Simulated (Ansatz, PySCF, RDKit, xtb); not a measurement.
**InBHOF: a search for the lowest isomer**

Given the formula InBHOF and nothing else, which arrangement of the atoms is the most stable in the gas at 298.15 K, and what are its properties?

The funnel: GFN2-xTB relaxations, single points with a density functional, relaxations at PBE-D3(BJ)/def2-SVP, harmonic vibrations, and a last energy at a higher level. All values are calculated.

6 further runs of the same task are left out: 6 set aside as unsound or not needed.

**1. Drawing up candidates**

All bonding patterns within simple valence rules are listed by program: one Lewis structure each, at most two rings and one unusual centre or charged pair. O–O, O–halogen and N–halogen bonds and N–N–N chains are not drawn. That gives 16 candidates.

c072 O=[B-](F)[InH+]; c181 [F][In@@H-]1[B+][O]1; c249 [B][O][InH][F] (triplet); c267 [B][In]([OH])[F]; c275 [B][In]([OH])[F] (triplet); c293 O=[B][InH][F]; c338 O=[BH-][In+][F]; c354 [F][In]1[BH][O]1; c425 F[B]1[O][InH]1; c459 F[B@@H-]1[O][In+]1; c534 FB[O][In] (triplet); c614 [O-][In+][BH]F; c626 FB[O][In]; c701 O[B](F)[In] (triplet); c859 O[B](F)[In]; c943 [B][O][InH][F].

Candidates are built by distance geometry, with a force field where one applies, in up to four conformers (letters a to d). 6 starts with atoms placed at random are added, to find patterns that the rules miss.

Q: Predict the outcome of this search (final energies at CCSD(T)/def2-TZVPP).

| quantity | value |
| --- | --- |
| lowest structure found | FB[O][In], singlet, Cs |
| next finalist | [O][B]([F])[InH] ‡, singlet, 49.1 kcal/mol higher in G |
| share at equilibrium, among the finalists | 100.0 % |
| harmonic wavenumbers, lowest and highest (PBE-D3(BJ)/def2-SVP) | 22 and 2538 cm⁻¹ |
| rotational constants, same geometry | 0.4327, 0.06956, 0.05993 cm⁻¹ |
| dipole moment (PBE0/def2-TZVPD) | 3.55 D |
| HOMO energy (PBE0/def2-TZVPD) | -7.32 eV |
| LUMO energy (PBE0/def2-TZVPD) | -1.87 eV |
| HOMO–LUMO gap (PBE0/def2-TZVPD) | 5.45 eV |
| lowest excitation (TD-PBE0/def2-SVPD) | 4.54 eV (f = 0.101) |
| strongest of the states computed, same level | 6.78 eV (f = 0.375) |
| lowest triplet excitation, same level, Tamm-Dancoff | 3.46 eV |
| vertical ionisation energy | 9.33 eV |
| vertical electron affinity | 0.33 eV |
| vertical triplet less singlet | +3.45 eV |

`FB[O][In]` comes out lowest. Among the finalists first place is clear (49.1 kcal/mol); structures outside the list aren't covered. PBE-D3(BJ)/def2-SVP, HF/def2-TZVPP and MP2/def2-TZVPP already put its bonding pattern lowest among the structures in one piece. Spin-orbit coupling, which matters for elements this heavy, is left out. The search is not exhaustive (a finite list of starts, one conformer a finalist), so a lower isomer can't be ruled out.

‡ marks the bonded skeleton alone, with all bonds drawn single: no Lewis structure was assigned that passes a check against the bond lengths.
